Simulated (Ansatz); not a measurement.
# Al4O5: the cost of one run

Computed with Ansatz 0.2.0 (DFT PBE, scalar-relativistic, plane waves, PAW, unless a step's input says otherwise).

### 1 The system as given

Symmetry: P1, No. 1, triclinic system. The conventional cell has a = 9.284 Å, b = 9.284 Å, c = 9.284 Å, α = 90.00°, β = 90.00°, γ = 90.00°. Al (site symmetry 1) has 4 O at 2.02 to 2.28 Å as nearest neighbours. Al (site symmetry 1) has 3 O at 1.54 to 2.11 Å as nearest neighbours. Around Al (site symmetry 1) lie 7 O at 2.31 to 2.92 Å and 1 Al at 2.75 Å. Al (site symmetry 1) has 7 O at 1.64 to 2.40 Å as nearest neighbours. Around Al (site symmetry 1) lie 2 O at 1.64 to 1.71 Å. Around Al (site symmetry 1) lie 3 O at 2.12 to 2.36 Å. Al (site symmetry 1) is surrounded by 2 O at 1.91 to 2.07 Å. Al (site symmetry 1) is surrounded by 2 O at 1.92 to 1.97 Å. Only part of the 72 independent sites is listed.

As a file:

```cif
data_structure
_symmetry_space_group_name_H-M 'P 1'
_symmetry_Int_Tables_number 1
_cell_length_a 9.2837
_cell_length_b 9.2837
_cell_length_c 9.2837
_cell_angle_alpha 90.000
_cell_angle_beta 90.000
_cell_angle_gamma 90.000
_cell_volume 800.14
loop_
_atom_site_label
_atom_site_type_symbol
_atom_site_fract_x
_atom_site_fract_y
_atom_site_fract_z
_atom_site_occupancy
Al1 Al 0.08565 0.23681 0.80127 1
Al2 Al 0.58216 0.09413 0.43313 1
Al3 Al 0.47905 0.15974 0.73458 1
Al4 Al 0.11367 0.39123 0.51674 1
Al5 Al 0.43063 0.58680 0.73784 1
Al6 Al 0.69622 0.29272 0.00149 1
Al7 Al 0.97346 0.29840 0.31399 1
Al8 Al 0.89171 0.58516 0.47131 1
Al9 Al 0.77328 0.03035 0.70696 1
Al10 Al 0.21871 0.82989 0.65765 1
Al11 Al 0.68280 0.82008 0.42857 1
Al12 Al 0.75870 0.87848 0.10232 1
Al13 Al 0.14633 0.69843 0.29198 1
Al14 Al 0.87114 0.27537 0.56181 1
Al15 Al 0.39966 0.61291 0.19664 1
Al16 Al 0.62369 0.60688 0.97056 1
Al17 Al 0.36929 0.08489 0.19353 1
Al18 Al 0.38870 0.38047 0.90946 1
Al19 Al 0.39297 0.34885 0.34802 1
Al20 Al 0.92143 0.56292 0.74391 1
Al21 Al 0.94714 0.84211 0.74401 1
Al22 Al 0.17391 0.76783 0.93763 1
Al23 Al 0.66914 0.40531 0.26515 1
Al24 Al 0.96244 0.13568 0.11538 1
Al25 Al 0.96181 0.95807 0.41665 1
Al26 Al 0.05140 0.37975 0.04035 1
Al27 Al 0.46246 0.85186 0.81129 1
Al28 Al 0.68061 0.63694 0.60271 1
Al29 Al 0.02660 0.88210 0.10498 1
Al30 Al 0.44731 0.75731 0.55403 1
Al31 Al 0.22302 0.10469 0.48472 1
Al32 Al 0.70798 0.41052 0.75426 1
O1 O 0.62340 0.38689 0.47660 1
O2 O 0.31262 0.23472 0.97367 1
O3 O 0.18698 0.60725 0.53306 1
O4 O 0.32006 0.73679 0.39737 1
O5 O 0.92244 0.45796 0.19450 1
O6 O 0.30797 0.88963 0.02563 1
O7 O 0.84140 0.21714 0.78757 1
O8 O 0.72706 0.03134 0.38335 1
O9 O 0.80629 0.83191 0.61963 1
O10 O 0.17999 0.07498 0.04825 1
O11 O 0.53050 0.76733 0.25671 1
O12 O 0.56966 0.88673 0.01660 1
O13 O 0.93305 0.59140 0.99749 1
O14 O 0.28445 0.48947 0.68382 1
O15 O 0.48474 0.35967 0.05724 1
O16 O 0.61160 0.93629 0.68919 1
O17 O 0.32594 0.27513 0.57582 1
O18 O 0.08536 0.45839 0.89611 1
O19 O 0.08401 0.20808 0.48543 1
O20 O 0.54163 0.45210 0.76289 1
O21 O 0.31228 0.92390 0.77296 1
O22 O 0.81696 0.85203 0.91367 1
O23 O 0.73382 0.60391 0.33066 1
O24 O 0.74960 0.15338 0.57493 1
O25 O 0.42356 0.96042 0.46591 1
O26 O 0.53621 0.57510 0.42953 1
O27 O 0.17756 0.90075 0.35040 1
O28 O 0.15260 0.96218 0.56358 1
O29 O 0.25169 0.26245 0.34503 1
O30 O 0.51368 0.11834 0.01347 1
O31 O 0.96370 0.43823 0.59773 1
O32 O 0.93623 0.01500 0.61868 1
O33 O 0.02609 0.00141 0.81939 1
O34 O 0.17599 0.45802 0.30824 1
O35 O 0.36210 0.53704 0.02100 1
O36 O 0.97517 0.04350 0.27119 1
O37 O 0.96442 0.23905 0.98144 1
O38 O 0.70174 0.07196 0.12835 1
O39 O 0.97419 0.78898 0.29134 1
O40 O 0.60928 0.71735 0.84419 1
```

### 2 Molecular dynamics: Al4O5, no spin

Contents of input.yaml:

```yaml
crystal:
  lattice:
    - [9.28371, 0.0, 0.0]
    - [0.0, 9.28371, 0.0]
    - [0.0, 0.0, 9.28371]
  atoms:
    - { symbol: Al, position: [0.085649, 0.236811, 0.801274] }
    - { symbol: Al, position: [0.582162, 0.094129, 0.433127] }
    - { symbol: Al, position: [0.479051, 0.159739, 0.734577] }
    - { symbol: Al, position: [0.113672, 0.391228, 0.51674] }
    - { symbol: Al, position: [0.430628, 0.586799, 0.737838] }
    - { symbol: Al, position: [0.696216, 0.292721, 0.00149] }
    - { symbol: Al, position: [0.97346, 0.298401, 0.313986] }
    - { symbol: Al, position: [0.891711, 0.585163, 0.47131] }
    - { symbol: Al, position: [0.773277, 0.030346, 0.706965] }
    - { symbol: Al, position: [0.218715, 0.829887, 0.657652] }
    - { symbol: Al, position: [0.682799, 0.820076, 0.428573] }
    - { symbol: Al, position: [0.758705, 0.87848, 0.10232] }
    - { symbol: Al, position: [0.146335, 0.698426, 0.291979] }
    - { symbol: Al, position: [0.871139, 0.275374, 0.56181] }
    - { symbol: Al, position: [0.399656, 0.612909, 0.196639] }
    - { symbol: Al, position: [0.623693, 0.606884, 0.970559] }
    - { symbol: Al, position: [0.369286, 0.084895, 0.193528] }
    - { symbol: Al, position: [0.388697, 0.380473, 0.909455] }
    - { symbol: Al, position: [0.39297, 0.348852, 0.34802] }
    - { symbol: Al, position: [0.921427, 0.562922, 0.74391] }
    - { symbol: Al, position: [0.947141, 0.842115, 0.744006] }
    - { symbol: Al, position: [0.173911, 0.76783, 0.937631] }
    - { symbol: Al, position: [0.669138, 0.405308, 0.265155] }
    - { symbol: Al, position: [0.962444, 0.135678, 0.115378] }
    - { symbol: Al, position: [0.96181, 0.958067, 0.416653] }
    - { symbol: Al, position: [0.051399, 0.379748, 0.040348] }
    - { symbol: Al, position: [0.462462, 0.851858, 0.811295] }
    - { symbol: Al, position: [0.680609, 0.636945, 0.60271] }
    - { symbol: Al, position: [0.026595, 0.882097, 0.104985] }
    - { symbol: Al, position: [0.447307, 0.757311, 0.55403] }
    - { symbol: Al, position: [0.223017, 0.104687, 0.48472] }
    - { symbol: Al, position: [0.70798, 0.410518, 0.754257] }
    - { symbol: O, position: [0.623404, 0.38689, 0.476602] }
    - { symbol: O, position: [0.312624, 0.234721, 0.973674] }
    - { symbol: O, position: [0.186978, 0.607252, 0.533061] }
    - { symbol: O, position: [0.320062, 0.736787, 0.397373] }
    - { symbol: O, position: [0.922444, 0.457955, 0.194502] }
    - { symbol: O, position: [0.307975, 0.889632, 0.025629] }
    - { symbol: O, position: [0.841398, 0.217143, 0.787569] }
    - { symbol: O, position: [0.727062, 0.03134, 0.38335] }
    - { symbol: O, position: [0.806294, 0.831908, 0.619629] }
    - { symbol: O, position: [0.179987, 0.074979, 0.048255] }
    - { symbol: O, position: [0.530501, 0.767331, 0.256707] }
    - { symbol: O, position: [0.56966, 0.886733, 0.016598] }
    - { symbol: O, position: [0.933052, 0.591404, 0.997491] }
    - { symbol: O, position: [0.284449, 0.489468, 0.683822] }
    - { symbol: O, position: [0.484739, 0.359672, 0.057236] }
    - { symbol: O, position: [0.6116, 0.936295, 0.689188] }
    - { symbol: O, position: [0.325944, 0.275134, 0.575818] }
    - { symbol: O, position: [0.085364, 0.458386, 0.896115] }
    - { symbol: O, position: [0.084012, 0.208075, 0.485433] }
    - { symbol: O, position: [0.541628, 0.452102, 0.762887] }
    - { symbol: O, position: [0.312278, 0.923895, 0.772958] }
    - { symbol: O, position: [0.816958, 0.852025, 0.913672] }
    - { symbol: O, position: [0.733821, 0.603914, 0.330661] }
    - { symbol: O, position: [0.749598, 0.153381, 0.574928] }
    - { symbol: O, position: [0.423557, 0.960423, 0.465914] }
    - { symbol: O, position: [0.536207, 0.575104, 0.42953] }
    - { symbol: O, position: [0.177564, 0.900748, 0.350404] }
    - { symbol: O, position: [0.152601, 0.962181, 0.563577] }
    - { symbol: O, position: [0.25169, 0.262447, 0.345032] }
    - { symbol: O, position: [0.513678, 0.118341, 0.013467] }
    - { symbol: O, position: [0.963697, 0.438235, 0.597732] }
    - { symbol: O, position: [0.936231, 0.014998, 0.618676] }
    - { symbol: O, position: [0.026092, 0.001411, 0.819394] }
    - { symbol: O, position: [0.175994, 0.458019, 0.308245] }
    - { symbol: O, position: [0.362098, 0.537035, 0.021004] }
    - { symbol: O, position: [0.975166, 0.043499, 0.271193] }
    - { symbol: O, position: [0.964422, 0.239051, 0.981442] }
    - { symbol: O, position: [0.701743, 0.07196, 0.128354] }
    - { symbol: O, position: [0.974193, 0.788983, 0.291343] }
    - { symbol: O, position: [0.609285, 0.717349, 0.844194] }
  symmetry: { detect: false }
scf:
  occupations: { method: gaussian, width: 0.1 }
output:
  forces: true
  stress: true
  eigenvalues: true
kpoints:
  mp_grid: { grid: [1, 1, 1] }
md:
  timestep: 2.0
  n_steps: 1650
  ensemble: nvt_langevin
  temperature: 4000
  friction: 0.02
  seed: 3
  initial_velocities: maxwell_boltzmann
  temperature_schedule:
    - { n_steps: 250, end_temperature: 4000.0 }
    - { n_steps: 1200, end_temperature: 300.0 }
    - { n_steps: 200, end_temperature: 300.0 }
hamiltonian:
  pseudopotentials: { kind: paw, azcp: { folder: soft_1 } }
```

Command:

```console
> ansatz run input.yaml --threads 8 --pin off --max-ram 16384MiB --backend cpu --events-out ev --progress --plain --runs-dir out
```

What time and memory should one allow on 8 threads of Arm Neoverse N1, shared host?

About 2.4 h, with a peak of 1 GiB.
